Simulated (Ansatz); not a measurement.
# ClFH₄O₄W: how energies converge with the basis set

One table from this session's results is given with a row withheld; the runs are named, their logs left out.

Computed with Ansatz 0.2.0, Gaussian basis. Level: one geometry, several basis sets.

Levels to be run: PBE0-D4/def2-SVP; ωB97M-V/def2-SVP; PBE0-D4/def2-QZVPP; ωB97M-V/def2-QZVPP; the functionals' def2-TZVPP values are taken from earlier runs.

**Structure used throughout**

An earlier PBE0-D4 in a triple-zeta def2 set relaxation fixed the geometry. W takes the def2 core potential; no spin-orbit term is included.

SMILES `[OH][W]([OH])([OH])([OH])([F])[Cl]`, 11 atoms, charge 0, spin multiplicity 1.

Atoms are counted from 1 here; the program's logs count them from 0.

Bond lengths: O1–W2 1.883 Å, O1–H8 0.963 Å, W2–O3 1.855 Å, W2–O4 1.867 Å, W2–O5 1.873 Å, W2–F6 1.891 Å, W2–Cl7 2.418 Å, O3–H9 0.962 Å, O4–H10 0.961 Å, O5–H11 0.961 Å. Angles: W2–O1–H8 117.3°, O1–W2–O3 100.0°, O1–W2–O4 88.3°, O1–W2–O5 98.9°, O1–W2–F6 82.3°, O1–W2–Cl7 171.2°, O3–W2–O4 91.0°, O3–W2–O5 161.1°, O3–W2–F6 92.4°, O3–W2–Cl7 80.7°, O4–W2–O5 90.2°, O4–W2–F6 170.4°, O4–W2–Cl7 100.4°, O5–W2–F6 89.5°, O5–W2–Cl7 80.5°, F6–W2–Cl7 89.0°, W2–O3–H9 125.7°, W2–O4–H10 125.5° and more.

Coordinates:

```xyz
11
charge 0, multiplicity 1
O     0.2310   -1.9248    0.0265
W    -0.0151   -0.0593    0.1080
O     0.8544    0.3111    1.7044
O     1.5798    0.1383   -0.8426
O    -0.9943    0.1722   -1.4716
F    -1.6046   -0.5648    0.9980
Cl   -0.6545    2.2578    0.3731
H    -0.4558   -2.4778    0.4145
H     0.8509    1.1570    2.1615
H     1.6844    0.0135   -1.7893
H    -1.4761    0.9766   -1.6826
```

The first run:

Input file in.yaml:

```yaml
crystal:
  periodic: [false, false, false]
  atoms:
    - {symbol: O, position_ang: [0.231024, -1.924769, 0.026535]}
    - {symbol: W, position_ang: [-0.015071, -0.059260, 0.108035]}
    - {symbol: O, position_ang: [0.854402, 0.311077, 1.704422]}
    - {symbol: O, position_ang: [1.579774, 0.138315, -0.842648]}
    - {symbol: O, position_ang: [-0.994303, 0.172218, -1.471578]}
    - {symbol: F, position_ang: [-1.604649, -0.564769, 0.997988]}
    - {symbol: Cl, position_ang: [-0.654547, 2.257804, 0.373141]}
    - {symbol: H, position_ang: [-0.455828, -2.477770, 0.414490]}
    - {symbol: H, position_ang: [0.850940, 1.157003, 2.161463]}
    - {symbol: H, position_ang: [1.684383, 0.013518, -1.789279]}
    - {symbol: H, position_ang: [-1.476117, 0.976622, -1.682579]}
basis:
  gaussian: {orbitals: def2-SVP}
hamiltonian: {xc: pbe0, dispersion: d4}
output: {orbitals: {seedname: orbitals}}
```

Started as:

```bash
$ ansatz run in.yaml --threads 2 --pin off --events-out ev --progress --plain --max-ram 32768MiB --backend cpu
```

Among the steps run: PBE0-D4 in def2-SVP; ωB97M-V in def2-SVP; PBE0-D4 in def2-QZVPP; ωB97M-V in def2-QZVPP.

One table of the session follows, with a row left open; its other results are not shown here.

It belongs to the step «Density functionals: the series». 

| functional | basis | HOMO (eV) | LUMO (eV) |
| --- | --- | --- | --- |
| PBE0-D4 | def2-SVP | ? | ? |
| PBE0-D4 | def2-TZVPP | -8.51 | -3.11 |
| PBE0-D4 | def2-QZVPP | -8.55 | -3.17 |
| ωB97M-V | def2-SVP | -10.68 | -1.06 |
| ωB97M-V | def2-TZVPP | -10.80 | -1.03 |
| ωB97M-V | def2-QZVPP | -10.85 | -1.11 |

Q: Estimate the row for PBE0-D4, def2-SVP from the others.

As computed: HOMO (eV): -8.43; LUMO (eV): -3.15. In the column «HOMO (eV)» it is the highest.
